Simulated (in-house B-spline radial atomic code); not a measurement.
# In³⁸⁺: isotopes

Aim: how the levels of In³⁸⁺ shift from isotope to isotope, through nuclear size; the mass enters as a recoil term, given apart.

Program: in-house B-spline radial atomic code version 1. Level of theory: Dirac-Hartree-Fock, average of configuration, Fermi nucleus, basis-set limit. These are calculated values, not measurements, unless marked.

## Step 1: The system

| Property | Result |
| --- | --- |
| element | indium (Z = 49) |
| charge | +38 |
| electrons | 11 |
| configuration | 1s2 2s2 2p6 3s1 |
| Hamiltonian | Dirac-Coulomb |
| nucleus | Fermi, rms radius 4.518 fm |

Input settings:

```ini
Z = 49
electrons = 11.0
configuration = 1s2 2s2 2p6 3s1
hamiltonian = dirac
method = hf
spin_polarised = False
nucleus = fermi
rms_radius = 4.5184
mass_number = 104
atomic_mass = 103.918214538
speed_of_light = 137.035999084
```

From the earlier run of the reference: total energy -4611.860469 hartree (electron-nucleus part -9953.0356, recoil term 0.01897758). Levels, eight at most:

```
orbital  occupation  energy (eV)  <r> (bohr)
  1s1/2           2     -30476.9     0.02968
  2s1/2           2     -6520.12      0.1254
  2p1/2           2     -6245.87      0.1063
  2p3/2           4     -6025.62      0.1112
  3s1/2           1     -2630.45      0.3035
```

## Step 2: Mass number 105

Input settings:

```ini
Z = 49
electrons = 11.0
configuration = 1s2 2s2 2p6 3s1
hamiltonian = dirac
method = hf
spin_polarised = False
nucleus = fermi
rms_radius = 4.5311
mass_number = 105
atomic_mass = 104.914502322
speed_of_light = 137.035999084
```

## Step 3: Mass number 106

Input settings:

```ini
Z = 49
electrons = 11.0
configuration = 1s2 2s2 2p6 3s1
hamiltonian = dirac
method = hf
spin_polarised = False
nucleus = fermi
rms_radius = 4.5375
mass_number = 106
atomic_mass = 105.913463596
speed_of_light = 137.035999084
```

## Step 4: Mass number 107

Input settings:

```ini
Z = 49
electrons = 11.0
configuration = 1s2 2s2 2p6 3s1
hamiltonian = dirac
method = hf
spin_polarised = False
nucleus = fermi
rms_radius = 4.5494
mass_number = 107
atomic_mass = 106.910287497
speed_of_light = 137.035999084
```

## Step 5: Mass number 108

Input settings:

```ini
Z = 49
electrons = 11.0
configuration = 1s2 2s2 2p6 3s1
hamiltonian = dirac
method = hf
spin_polarised = False
nucleus = fermi
rms_radius = 4.5571
mass_number = 108
atomic_mass = 107.909693654
speed_of_light = 137.035999084
```

## Step 6: Mass number 109

Input settings:

```ini
Z = 49
electrons = 11.0
configuration = 1s2 2s2 2p6 3s1
hamiltonian = dirac
method = hf
spin_polarised = False
nucleus = fermi
rms_radius = 4.5685
mass_number = 109
atomic_mass = 108.907149679
speed_of_light = 137.035999084
```

## Step 7: Mass number 110

Input settings:

```ini
Z = 49
electrons = 11.0
configuration = 1s2 2s2 2p6 3s1
hamiltonian = dirac
method = hf
spin_polarised = False
nucleus = fermi
rms_radius = 4.5742
mass_number = 110
atomic_mass = 109.907170674
speed_of_light = 137.035999084
```

## Step 8: Mass number 111

Input settings:

```ini
Z = 49
electrons = 11.0
configuration = 1s2 2s2 2p6 3s1
hamiltonian = dirac
method = hf
spin_polarised = False
nucleus = fermi
rms_radius = 4.5856
mass_number = 111
atomic_mass = 110.905107236
speed_of_light = 137.035999084
```

## Step 9: Mass number 112

Input settings:

```ini
Z = 49
electrons = 11.0
configuration = 1s2 2s2 2p6 3s1
hamiltonian = dirac
method = hf
spin_polarised = False
nucleus = fermi
rms_radius = 4.5907
mass_number = 112
atomic_mass = 111.905538718
speed_of_light = 137.035999084
```

Q: By how much, and in which direction, does each change move the total energy and the levels?

As calculated:

All values are changes from the reference run; energy changes under 1e-04 eV count as noise.

| change | rms radius (fm) | δ<r²> (fm²) | Δ total energy (eV) | Δ recoil term, not in the total or the levels (eV) | Δ 1s1/2 level (eV) | Δ 3s1/2 level (eV) |
| --- | --- | --- | --- | --- | --- | --- |
| mass number 105 | 4.5311 | +0.115 | +0.01935 | -0.004904 | +0.008277 | +0.0002558 |
| mass number 106 | 4.5375 | +0.173 | +0.02913 | -0.009728 | +0.01245 | +0.0003849 |
| mass number 107 | 4.5494 | +0.281 | +0.04732 | -0.01445 | +0.02024 | +0.0006255 |
| mass number 108 | 4.5571 | +0.351 | +0.05912 | -0.0191 | +0.02528 | +0.0007814 |
| mass number 109 | 4.5685 | +0.455 | +0.07662 | -0.02366 | +0.03276 | +0.001013 |
| mass number 110 | 4.5742 | +0.507 | +0.08538 | -0.02814 | +0.03651 | +0.001128 |
| mass number 111 | 4.5856 | +0.612 | +0.1029 | -0.03253 | +0.04402 | +0.00136 |
| mass number 112 | 4.5907 | +0.659 | +0.1108 | -0.03686 | +0.04738 | +0.001464 |

The total energy moves by 168 meV for each fm² of δ<r²> (from mass number 112): a larger nucleus binds the s electrons less. For that pair the recoil (mass) term changes by 0.037 eV against 0.11 eV from size, so size rules the shift. The recoil term is approximate.
